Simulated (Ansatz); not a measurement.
# C5H8CuFN2: the cost of one run

The runs use Ansatz 0.2.0, Gaussian basis; one geometry, several basis sets.

The runs, in order: PBE0-D4/def2-SVP; ωB97M-V/def2-SVP; PBE0-D4/def2-QZVPP; ωB97M-V/def2-QZVPP; the functionals' def2-TZVPP values are taken from earlier runs.

## Step 1: Structure used throughout

The geometry comes from an earlier relaxation with PBE0-D4 in a triple-zeta def2 set; it is a stationary point, not always the lowest conformer.

SMILES `Cn1ccn(C)[c+]1[Cu-][F]`, 17 atoms, charge 0, spin multiplicity 1.

Atoms are counted from 1 here; the program's logs count them from 0.

Bond lengths: C1–N2 1.444 Å, C1–H10 1.091 Å, C1–H11 1.091 Å, C1–H12 1.089 Å, N2–C3 1.374 Å, N2–C7 1.352 Å, C3–C4 1.350 Å, C3–H13 1.077 Å, C4–N5 1.374 Å, C4–H14 1.077 Å, N5–C6 1.444 Å, N5–C7 1.352 Å, C6–H15 1.091 Å, C6–H16 1.091 Å, C6–H17 1.089 Å, C7–Cu8 1.864 Å, Cu8–F9 1.773 Å. Angles: N2–C1–H10 110.5°, N2–C1–H11 110.4°, N2–C1–H12 108.1°, H10–C1–H11 109.4°, H10–C1–H12 109.2°, H11–C1–H12 109.3°, C1–N2–C3 124.5°, C1–N2–C7 124.0°, C3–N2–C7 111.5°, N2–C3–C4 106.5°, N2–C3–H13 122.7°, C4–C3–H13 130.8°, C3–C4–N5 106.5°, C3–C4–H14 130.8°, N5–C4–H14 122.7°, C4–N5–C6 124.5°, C4–N5–C7 111.5°, C6–N5–C7 124.0° and more.

Coordinates:

| atom | x (Å) | y (Å) | z (Å) |
| --- | --- | --- | --- |
| C1 | 2.10442 | -0.87455 | -0.87949 |
| N2 | 0.73243 | -0.46165 | -0.69824 |
| C3 | -0.25079 | -0.58848 | -1.64907 |
| C4 | -1.37962 | -0.08778 | -1.10329 |
| N5 | -1.04950 | 0.32958 | 0.16307 |
| C6 | -1.97618 | 0.92819 | 1.09508 |
| C7 | 0.25644 | 0.10586 | 0.43300 |
| Cu8 | 1.18557 | 0.49115 | 2.00235 |
| F9 | 2.06890 | 0.85749 | 3.49543 |
| H10 | 2.56749 | -0.31305 | -1.69264 |
| H11 | 2.15389 | -1.94181 | -1.10116 |
| H12 | 2.64225 | -0.67459 | 0.04582 |
| H13 | -0.06971 | -1.01743 | -2.61998 |
| H14 | -2.37423 | 0.00385 | -1.50558 |
| H15 | -2.78172 | 0.23130 | 1.33238 |
| H16 | -2.39904 | 1.84281 | 0.67634 |
| H17 | -1.43061 | 1.16913 | 2.00598 |

## Step 2: PBE0-D4 in def2-SVP

in.yaml

```yaml
crystal:
  periodic: [false, false, false]
  atoms:
    - {symbol: C, position_ang: [2.104425, -0.874549, -0.879492]}
    - {symbol: N, position_ang: [0.732432, -0.461646, -0.698242]}
    - {symbol: C, position_ang: [-0.250786, -0.588481, -1.649068]}
    - {symbol: C, position_ang: [-1.379624, -0.087775, -1.103295]}
    - {symbol: N, position_ang: [-1.049499, 0.329582, 0.163074]}
    - {symbol: C, position_ang: [-1.976183, 0.928189, 1.095077]}
    - {symbol: C, position_ang: [0.256438, 0.105858, 0.432995]}
    - {symbol: Cu, position_ang: [1.185571, 0.491152, 2.002350]}
    - {symbol: F, position_ang: [2.068900, 0.857487, 3.495426]}
    - {symbol: H, position_ang: [2.567488, -0.313045, -1.692636]}
    - {symbol: H, position_ang: [2.153890, -1.941810, -1.101155]}
    - {symbol: H, position_ang: [2.642252, -0.674593, 0.045820]}
    - {symbol: H, position_ang: [-0.069705, -1.017431, -2.619981]}
    - {symbol: H, position_ang: [-2.374229, 0.003849, -1.505577]}
    - {symbol: H, position_ang: [-2.781721, 0.231295, 1.332382]}
    - {symbol: H, position_ang: [-2.399039, 1.842809, 0.676339]}
    - {symbol: H, position_ang: [-1.430609, 1.169128, 2.005983]}
basis:
  gaussian: {orbitals: def2-SVP}
hamiltonian: {xc: pbe0, dispersion: d4}
output: {orbitals: {seedname: orbitals}}
```

The run is started by

```
> ansatz run in.yaml --threads 4 --pin off --events-out ev --progress --plain --max-ram 66560MiB --backend cpu
```

**Question.** How long does this run take on 4 threads of AMD EPYC 7R13, shared host, and how much memory does it need?

About 3.3 s, with a peak of 0.85 GiB.
